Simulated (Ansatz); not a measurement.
# Y3AlN4: the band gap up the ladder of functionals

One table from this session's results is given with a row withheld; the runs are named, their logs left out.

Program: Ansatz 0.2.0. PAW datasets, plane waves. The calculation is spin-unpolarised, and the structure need not be a phase that has been made.

## The structure to begin with

The cell was relaxed beforehand with r2SCAN.

It is tetragonal, I4/mmm (No. 139); conventional cell a = 4.800 Å, c = 9.270 Å, 13.35 Å³ an atom. Y has 6 N at 2.32–2.41 Å; N has 4 Y at 2.32–2.40 Å and 2 Al at 2.40 Å; Y has 6 N at 2.40–2.53 Å; N has 1 Al at 2.11 Å and 5 Y at 2.41–2.53 Å; Al has 6 N at 2.11–2.40 Å.

Structure file:

```
Y N Al
1.0
    -2.40020    2.40020    4.63482
     2.40020   -2.40020    4.63482
     2.40020    2.40020   -4.63482
Y N Al
3 4 1
Direct
  0.75000 0.25000 0.50000
  0.00000 0.00000 0.00000
  0.25000 0.75000 0.50000
  0.50000 0.00000 0.50000
  0.72711 0.72711 0.00000
  0.00000 0.50000 0.50000
  0.27289 0.27289 0.00000
  0.50000 0.50000 0.00000
```

Set-up of the first run:

input.yaml

```yaml
crystal:
  lattice:
    - [-2.4001994356, 2.4001994356, 4.6348182161]
    - [2.4001994356, -2.4001994356, 4.6348182161]
    - [2.4001994356, 2.4001994356, -4.6348182161]
  atoms:
    - { symbol: "Y", position: [0.75, 0.25, 0.5] }
    - { symbol: "N", position: [0.5, 0.0, 0.5] }
    - { symbol: "Y", position: [0.0, 0.0, 0.0] }
    - { symbol: "N", position: [0.7271126397, 0.7271126397, 0.0] }
    - { symbol: "Y", position: [0.25, 0.75, 0.5] }
    - { symbol: "N", position: [0.0, 0.5, 0.5] }
    - { symbol: Al, position: [0.5, 0.5, 0.0] }
    - { symbol: "N", position: [0.2728873603, 0.2728873603, 0.0] }
kpoints:
  mp_grid: { grid: [8, 8, 8] }
  band_path:
    path:
      - [[0.0, 0.0, 0.0], [-4.69763512831e-18, 4.69763512831e-18, 0.5], [0.25, 0.25, 0.25], [4.747054644659e-18, 0.5, -4.747054644659e-18], [0.0, 0.0, 0.0], [0.5, 0.5, -0.5], [0.3170454417889, 0.6829545582111, -0.3170454417889]]
      - [[-0.3170454417889, 0.3170454417889, 0.3170454417889], [0.0, 0.0, 0.0]]
      - [[-4.69763512831e-18, 4.69763512831e-18, 0.5], [-0.1340908835779, 0.1340908835779, 0.5]]
      - [[0.5, 0.5, -0.1340908835779], [0.5, 0.5, -0.5]]
    npoints: 10
hamiltonian:
  xc: pbe
scf:
  occupations: { method: fermi_dirac, width: 0.02 }
  n_extra_bands: 6
output:
  forces: true
  stress: true
  eigenvalues: true
  write_density: true
  write_potential: true
  elf: true
  volumetric_format: npy
```

Launch:

```sh
ansatz run input.yaml --threads 2 --pin off --max-ram 29491MiB --backend cpu --events-out ev --progress --plain --runs-dir out
```

Steps of the session up to this table: Band structure with PBE; r2SCAN; HSE06; PBE+SOC at the same geometry; Single point with PBE0.

One of the session's tables, all rows but one given; the rest of the session is left out.

```
  level  gap (eV)
    PBE         ?
 r2SCAN      0.84
  HSE06      1.47
PBE+SOC      0.43
   PBE0      2.15
```

Q: Estimate the row for PBE from the others.

As computed: gap (eV): 0.44. In the column «gap (eV)» it lies between PBE+SOC (0.43) and r2SCAN (0.84).

Meshes: PBE 8×8×8, r2SCAN 8×8×8, HSE06 4×4×4, PBE+SOC 8×8×8, PBE0 4×4×4

The gap runs from 0.43 eV (PBE+SOC) to 2.15 eV (PBE0). PBE reaches 30 % of the HSE06 value, and r2SCAN 58 %. PBE0 lies 0.68 eV above HSE06, which differs from it by screening the long-range exchange.

Limits of these values: Warnings in the runs' records: stress scf threshold loose, stress exchange threshold loose.
